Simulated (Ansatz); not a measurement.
# C₄H₅FSi: a ladder of functionals and wavefunction methods

One table from this session's results is given with a row withheld; the runs are named, their logs left out.

Program: Ansatz 0.2.0, Gaussian basis. Level of theory: functionals in def2-TZVPP, the program's frozen cores in correlated methods. These are calculated values, not measurements.

Levels to be run: LDA (SPW92), PBE-D4, revPBE-D4, BLYP-D4, r2SCAN-D4, B97M-V, PBE0-D4, B3LYP-D4, r2SCANh-D4, r2SCAN0-D4, HSE06-D4, BHLYP-D4, CAM-B3LYP-D4, LC-ωPBE, ωB97X-V, ωB97M-V, B2PLYP, PBE-QIDH; CCSD(T)/def2-SVP; CCSD(T)/def2-TZVPP; MP2/def2-QZVPP; extrapolation to the limit; RPA on PBE.

### The relaxed structure

The geometry comes from an earlier relaxation with PBE0-D4 in a triple-zeta def2 set; it is a stationary point, not always the lowest conformer.

11 atoms, charge 0, spin multiplicity 1.

Atoms are counted from 1 here; the program's logs count them from 0.

Bond lengths: C1–C2 1.484 Å, C1–H7 1.092 Å, C1–H8 1.095 Å, C1–H9 1.092 Å, C2–C3 1.314 Å, C2–Si5 1.922 Å, C3–C4 1.346 Å, C3–Si5 1.889 Å, C4–Si5 1.850 Å, C4–H10 1.082 Å, Si5–F6 1.587 Å, Si5–H11 1.469 Å. Angles: C2–C1–H7 111.7°, C2–C1–H8 110.1°, C2–C1–H9 111.4°, H7–C1–H8 107.9°, H7–C1–H9 108.6°, H8–C1–H9 107.0°, C1–C2–C3 134.6°, C1–C2–Si5 134.4°, C3–C2–Si5 68.5°, C2–C3–C4 138.5°, C2–C3–Si5 71.2°, C4–C3–Si5 67.4°, C3–C4–Si5 70.5°, C3–C4–H10 124.7°, Si5–C4–H10 132.7°, C2–Si5–C3 40.3°, C2–Si5–C4 82.5°, C2–Si5–F6 109.3° and more.

Set-up of the first run:

Contents of in.yaml:

```yaml
crystal:
  periodic: [false, false, false]
  atoms:
    - {symbol: C, position_ang: [0.830785, -0.926144, 1.388883]}
    - {symbol: C, position_ang: [0.536391, -0.367042, 0.046275]}
    - {symbol: C, position_ang: [0.665602, 0.817476, -0.508376]}
    - {symbol: C, position_ang: [-0.077903, 1.683233, -1.222210]}
    - {symbol: Si, position_ang: [-1.068895, 0.162058, -0.868207]}
    - {symbol: F, position_ang: [-2.270619, 0.215275, 0.167595]}
    - {symbol: H, position_ang: [1.560462, -0.318374, 1.928756]}
    - {symbol: H, position_ang: [-0.084826, -0.965652, 1.988191]}
    - {symbol: H, position_ang: [1.211198, -1.947117, 1.320018]}
    - {symbol: H, position_ang: [0.239432, 2.155223, -2.143193]}
    - {symbol: H, position_ang: [-1.476326, -0.565737, -2.077030]}
basis:
  gaussian: {orbitals: def2-TZVPP}
hamiltonian: {xc: lda}
output: {orbitals: {seedname: orbitals}}
```

Launch:

```console
$ ansatz run in.yaml --threads 4 --pin off --events-out ev --progress --plain --max-ram 10444MiB
```

Among the steps run: LDA; PBE-D4 (GGA); revPBE-D4 (GGA); BLYP-D4 (GGA); r2SCAN-D4 (meta-GGA); B97M-V (meta-GGA); B3LYP-D4 (hybrid); r2SCANh-D4 (hybrid); r2SCAN0-D4 (hybrid); HSE06-D4 (hybrid); BHLYP-D4 (hybrid); CAM-B3LYP-D4 (range-separated); LC-ωPBE (range-separated); ωB97X-V (range-separated); ωB97M-V (range-separated); B2PLYP (double hybrid); PBE-QIDH (double hybrid).

One table of the session follows, with a row left open; its other results are not shown here.

It belongs to the step «Frontier levels by functional». 

```
  functional  HOMO (eV)  LUMO (eV)  gap (eV)
 LDA (SPW92)      -5.18      -2.88      2.30
      PBE-D4      -5.03      -2.69      2.35
   revPBE-D4      -4.98      -2.60      2.37
     BLYP-D4      -4.89      -2.56      2.34
   r2SCAN-D4      -5.20      -2.53      2.67
      B97M-V      -5.27      -2.50      2.77
     PBE0-D4      -6.08      -1.77      4.31
    B3LYP-D4      -5.89      -1.99      3.90
  r2SCANh-D4      -5.60      -2.19      3.41
  r2SCAN0-D4      -6.20      -1.68      4.51
    HSE06-D4      -5.69      -2.15      3.54
    BHLYP-D4      -7.01      -0.73      6.28
CAM-B3LYP-D4          ?          ?         ?
     LC-ωPBE      -8.60       0.50      9.10
     ωB97X-V      -8.26       0.42      8.69
     ωB97M-V      -8.17       0.32      8.49
```

Estimate the missing values for CAM-B3LYP-D4.

As computed: HOMO (eV): -7.32; LUMO (eV): -0.65; gap (eV): 6.68. In the column «HOMO (eV)» it lies between ωB97M-V (-8.17) and BHLYP-D4 (-7.01).
